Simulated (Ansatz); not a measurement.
# Si4Ge2H12: vertical ionisation energy

How much energy removes an electron from Si4Ge2H12 at fixed geometry? The cation is run at each level and the neutral's energy taken from earlier runs.

The runs use Ansatz 0.2.0, Gaussian basis; unrestricted cation, the program's frozen cores in correlated methods.

The runs, in order: UKS PBE-D4/def2-TZVPP; UKS r2SCAN-D4/def2-TZVPP; UKS PBE0-D4/def2-TZVPP; UKS B3LYP-D4/def2-TZVPP; UKS wB97X-V/def2-TZVPP; UKS wB97M-V/def2-TZVPP; UKS B2PLYP/def2-TZVPP; UHF-CCSD(T)/def2-TZVPP; UHF-MP2/def2-QZVPP; extrapolation to the limit; then −ε(HOMO) from the neutral's earlier runs with LDA (SPW92), PBE-D4, revPBE-D4, BLYP-D4, r2SCAN-D4, B97M-V, PBE0-D4, B3LYP-D4, r2SCANh-D4, r2SCAN0-D4, HSE06-D4, BHLYP-D4, CAM-B3LYP-D4, LC-ωPBE, ωB97X-V, ωB97M-V.

**1. Structure used throughout**

An earlier PBE0-D4 in a triple-zeta def2 set relaxation fixed the geometry.

SMILES `[SiH2]1[SiH2][GeH2][SiH2][SiH2][GeH2]1`, 18 atoms, charge 0, spin multiplicity 1.

Atoms are counted from 1 here; the program's logs count them from 0.

Bond lengths: Si1–Si2 2.334 Å, Si1–Ge6 2.387 Å, Si1–H7 1.489 Å, Si1–H8 1.490 Å, Si2–Ge3 2.388 Å, Si2–H9 1.490 Å, Si2–H10 1.489 Å, Ge3–Si4 2.388 Å, Ge3–H11 1.541 Å, Ge3–H12 1.541 Å, Si4–Si5 2.334 Å, Si4–H13 1.489 Å, Si4–H14 1.490 Å, Si5–Ge6 2.388 Å, Si5–H15 1.490 Å, Si5–H16 1.489 Å, Ge6–H17 1.541 Å, Ge6–H18 1.541 Å. Angles: Si2–Si1–Ge6 108.0°, Si2–Si1–H7 112.6°, Si2–Si1–H8 108.7°, Ge6–Si1–H7 110.4°, Ge6–Si1–H8 108.7°, H7–Si1–H8 108.3°, Si1–Si2–Ge3 108.0°, Si1–Si2–H9 108.7°, Si1–Si2–H10 112.6°, Ge3–Si2–H9 108.7°, Ge3–Si2–H10 110.4°, H9–Si2–H10 108.3°, Si2–Ge3–Si4 110.8°, Si2–Ge3–H11 109.4°, Si2–Ge3–H12 109.7°, Si4–Ge3–H11 109.7°, Si4–Ge3–H12 109.4°, H11–Ge3–H12 107.8° and more.

As a file:

```
Si    0.2671    2.0766   -0.6303
Si    1.9789    0.8511    0.3781
Ge    1.8003   -1.4118   -0.3621
Si   -0.4864   -2.0209   -0.6794
Si   -1.7604   -0.9072    0.9287
Ge   -1.7993    1.4125    0.3644
H     0.4588    3.5474   -0.4954
H     0.2294    1.7411   -2.0817
H     1.7873    0.8881    1.8554
H     3.3311    1.3931    0.0684
H     2.5710   -1.5793   -1.6860
H     2.4405   -2.3512    0.6784
H    -0.6434   -3.5003   -0.6105
H    -0.9193   -1.5671   -2.0311
H    -1.1007   -1.0659    2.2554
H    -3.1475   -1.4396    1.0298
H    -2.0491    2.2514    1.6327
H    -2.9581    1.6818   -0.6150
```

**2. Cation, UKS PBE-D4/def2-TZVPP**

Contents of in.yaml:

```yaml
crystal:
  periodic: [false, false, false]
  atoms:
    - {symbol: Si, position_ang: [0.267058, 2.076641, -0.630293]}
    - {symbol: Si, position_ang: [1.978906, 0.851096, 0.378087]}
    - {symbol: Ge, position_ang: [1.800292, -1.411801, -0.362064]}
    - {symbol: Si, position_ang: [-0.486396, -2.020865, -0.679357]}
    - {symbol: Si, position_ang: [-1.760366, -0.907151, 0.928724]}
    - {symbol: Ge, position_ang: [-1.799257, 1.412522, 0.364412]}
    - {symbol: H, position_ang: [0.458796, 3.547355, -0.495413]}
    - {symbol: H, position_ang: [0.229416, 1.741076, -2.081653]}
    - {symbol: H, position_ang: [1.787323, 0.888122, 1.855380]}
    - {symbol: H, position_ang: [3.331066, 1.393062, 0.068413]}
    - {symbol: H, position_ang: [2.570979, -1.579257, -1.685997]}
    - {symbol: H, position_ang: [2.440488, -2.351181, 0.678364]}
    - {symbol: H, position_ang: [-0.643434, -3.500252, -0.610470]}
    - {symbol: H, position_ang: [-0.919334, -1.567110, -2.031069]}
    - {symbol: H, position_ang: [-1.100734, -1.065855, 2.255438]}
    - {symbol: H, position_ang: [-3.147546, -1.439603, 1.029837]}
    - {symbol: H, position_ang: [-2.049143, 2.251445, 1.632708]}
    - {symbol: H, position_ang: [-2.958125, 1.681765, -0.615027]}
basis:
  gaussian: {orbitals: def2-TZVPP}
total_charge: 1
magnetization: {spin_polarized: true, initial_magnetization: 1}
hamiltonian: {xc: pbe, dispersion: d4}
```

Further steps of the session: Cation, UKS r2SCAN-D4/def2-TZVPP; Cation, UKS PBE0-D4/def2-TZVPP; Cation, UKS B3LYP-D4/def2-TZVPP; Cation, UKS wB97X-V/def2-TZVPP; Cation, UKS wB97M-V/def2-TZVPP; Cation, UKS B2PLYP (frozen core)/def2-TZVPP; Cation, UHF-CCSD(T)/def2-TZVPP; Cation, UHF-MP2/def2-QZVPP.

Before running them: what should the planned runs give, taken together? Wanted: ionisation energy, CCSD(T)/CBS; nearest functional by difference; nearest −ε(HOMO); −ε(HOMO) of PBE; T1 of the cation.

As calculated:

```
                        quantity               value
  ionisation energy, CCSD(T)/CBS             9.54 eV
nearest functional by difference  ωB97X-V (-0.05 eV)
                nearest −ε(HOMO)  ωB97M-V (+0.04 eV)
                 −ε(HOMO) of PBE             6.63 eV
                T1 of the cation               0.023
```

**Reading.** Energy differences with functionals land within 0.76 eV of the reference. −ε(HOMO) of PBE misses by 2.9 eV, since self-interaction lifts the level. Among orbital estimates ωB97M-V comes nearest. Hartree-Fock falls 0.72 eV short, as the neutral has more correlation energy than the cation. Correlated methods include outer-core shells of Ge, which these sets cover unevenly. With outer-core shells in play the reference is unsure by up to some tenths of an eV, so close misses can't be ranked.
